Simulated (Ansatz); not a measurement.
# Ga2SnTe2: the cost of one run

Program: Ansatz 0.2.0. Level of theory: DFT PBE, scalar-relativistic, plane waves, PAW. These are calculated values, not measurements.

### 1 Starting point

The structure is hexagonal, space group P6/mmm (No. 191). Conventional cell: a = 4.613 Å, b = 4.613 Å, c = 7.691 Å, α = 90.00°, β = 90.00°, γ = 120.00°. Ga (site symmetry 6mm) has 1 Sn at 2.28 Å as nearest neighbours. Around Sn (site symmetry 6/mmm) lie 2 Ga at 2.28 Å and 6 Te at 2.66 Å. Te (site symmetry -6m2) is surrounded by 3 Te at 2.66 Å and 3 Sn at 2.66 Å.

Coordinates:

```xyz
5
Lattice="4.6127 0.0000 0.0000 -2.3063 3.9947 0.0000 0.0000 0.0000 7.6911" Properties=species:S:1:pos:R:3 pbc="T T T"
Ga    0.0000    0.0000    5.4127
Ga    0.0000    0.0000    2.2783
Sn    0.0000    0.0000    0.0000
Te    0.0000    2.6631    0.0000
Te    2.3063    1.3316    0.0000
```

Recipe of the guess: random cell by space group and Wyckoff sites (P6/mmm, No. 191). Lengths come from tabulated atomic sizes and are only a guess.

### 2 The guess as it stands, on a coarse mesh

File input.yaml:

```yaml
crystal:
  lattice:
    - [4.61265571, 0.0, 0.0]
    - [-2.30632786, 3.99467702, 0.0]
    - [0.0, 0.0, 7.6910519]
  atoms:
    - { symbol: Ga, position: [0.0, 0.0, 0.70377222] }
    - { symbol: Ga, position: [0.0, 0.0, 0.29622778] }
    - { symbol: Sn, position: [0.0, 0.0, 0.0] }
    - { symbol: Te, position: [0.33333333, 0.66666667, 0.0] }
    - { symbol: Te, position: [0.66666667, 0.33333333, 0.0] }
basis:
  ecutwfc: 420
kpoints:
  mp_grid: { grid: [6, 6, 2] }
hamiltonian:
  xc: pbe
scf:
  occupations: { method: gaussian, width: 0.1 }
  lower_state_search: "off"
output:
  forces: true
  stress: true
  eigenvalues: true
```

Started as:

```
$ ansatz run input.yaml --threads 1 --pin off --max-ram 2560MiB --backend cpu --events-out ev --progress --plain --runs-dir out
```

What time and memory should one allow on 1 thread of Intel Xeon 6975P-C (Granite Rapids), shared host?

About 3.1 s, with a peak of 0.49 GiB.
